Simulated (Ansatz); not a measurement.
What does this script print? It uses the Python package of Ansatz (0.2.0).

`w.extxyz`
```text
1
Lattice="-1.582345 1.582345 1.582345 1.582345 -1.582345 1.582345 1.582345 1.582345 -1.582345" Properties=species:S:1:pos:R:3 pbc="T T T"
W     0.00000000    0.00000000    0.00000000
```

The script, `run_elastic.py`:
```python
import ansatz as az
import numpy as np

params = {
    "occupations": "fermi_dirac",
    "width_ev": 0.05,
    "xc": "lda",
    "mesh": (19, 19, 19),
}


def main() -> None:
    structure = az.Crystal.from_extxyz("w.extxyz")

    base = (
        structure.calculation()
        .occupations(params["occupations"], width=params["width_ev"])
        .functional(params["xc"])
        .basis(38 * az.Ry)
        .kpoints(*params["mesh"])
    )
    out = base.elastic(az.ElasticMode.RELAXED_ION).run(threads=1)
    elastic = out.elastic

    print(np.array2string(np.round(elastic.c_gpa, 1) + 0.0, suppress_small=True))
    print("Voigt stress of the unstrained cell (GPa, tension positive):", np.round(elastic.sigma0_gpa, 3) + 0.0)
    print("smallest eigenvalue of C:", round(elastic.stability.min_eigenvalue_gpa, 1), "GPa; tensor positive definite:", elastic.stability.min_eigenvalue_gpa > 0)
    if elastic.stability.min_eigenvalue_gpa > 0:
        for name, value in elastic.moduli.to_plain().items():
            print(f"{name:14s} {value:9.3f}")


if __name__ == "__main__":
    main()
```

```console
$ python run_elastic.py
[[532.  181.  181.    0.    0.    0. ]
 [181.  532.  181.    0.    0.    0. ]
 [181.  181.  532.    0.    0.    0. ]
 [  0.    0.    0.  142.1   0.    0. ]
 [  0.    0.    0.    0.  142.1   0. ]
 [  0.    0.    0.    0.    0.  142.1]]
Voigt stress of the unstrained cell (GPa, tension positive): [9.051 9.051 9.051 0.    0.    0.   ]
smallest eigenvalue of C: 142.1 GPa; tensor positive definite: True
k_voigt_gpa      297.988
k_reuss_gpa      297.988
k_hill_gpa       297.988
g_voigt_gpa      155.430
g_reuss_gpa      153.776
g_hill_gpa       154.603
youngs_gpa       395.425
poisson            0.279
```

Caveats:
- The run is spin-unpolarised.
- The cell isn't relaxed first, so the values belong to this volume.
- A positive definite tensor excludes instabilities under uniform strain alone; phonons elsewhere in the zone can still be imaginary.
- Spin-orbit coupling, which matters for elements this heavy, is left out.
- At these settings the cell as given stands under about -9 GPa, so it isn't at this functional's equilibrium volume.
- Shear constants of a metal converge slowly with the k-point mesh and can be wrong in sign on a coarse one; the constants belong to the cell that was strained.
- It ran for 79 s on 1 thread of Arm Neoverse V1 (shared host), peak memory 0.59 GiB.
